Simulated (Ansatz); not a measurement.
The system is RuS.

```
Ru S
1.0
     3.36897    0.00000    0.00000
    -1.68448    2.91761    0.00000
     0.00000    0.00000    3.28795
Ru S
1 1
Direct
  0.00000 0.00000 0.00000
  0.66667 0.33333 0.50000
```

The cell comes from a database or a generator and needn't be the stable form of this composition.

- Program: Ansatz 0.2.0
- Task: relaxation of cell and atoms
- Functional: LDA
- Potentials or basis: Ansatz PAW
- Cutoff: 420 eV (not typed: the program's choice for these potentials)
- k mesh: 7 × 7 × 6
- Occupations: fermi-dirac, width 0.05 eV
- Spin: no spin polarisation

At the start: volume 16.16 Å³/atom.

Task: Where does the relaxation end?

Result: It ends after 11 steps and the volume is 13.26 Å³/atom (-18.0 %); space group P-6m2 (No. 187, to 0.05 Å).

Step by step:
```tsv
step	energy change (eV)	largest force (eV/Å)	volume (Å³)
1	0.0000	0.0000	32.32
2	-0.4190	0.0000	28.09
3	-0.4293	0.0000	27.10
4	-0.4372	0.0000	27.22
5	-0.4720	0.0000	26.77
6	-0.5122	0.0000	26.33
7	-0.5216	0.0000	26.27
8	-0.5321	0.0000	26.49
9	-0.5323	0.0000	26.51
10	-0.5323	0.0000	26.51
11	-0.5317	0.0000	26.51
```

Final structure:
```
Ru S
1.0
     2.98973    0.00000    0.00000
    -1.49487    2.58919    0.00000
     0.00000    0.00000    3.42504
Ru S
1 1
Direct
  0.00000 0.00000 0.00000
  0.66667 0.33333 0.50000
```

Caveat: the volume moved by over 15 % at a fixed basis, so the end points are rough; the plane-wave basis is chosen anew once the cell has moved, so the energies of steps on either side of that aren't comparable; the PAW data sets come from PBE, with cores solved anew for the run's functional, which leaves a small shift of forces and pressure.
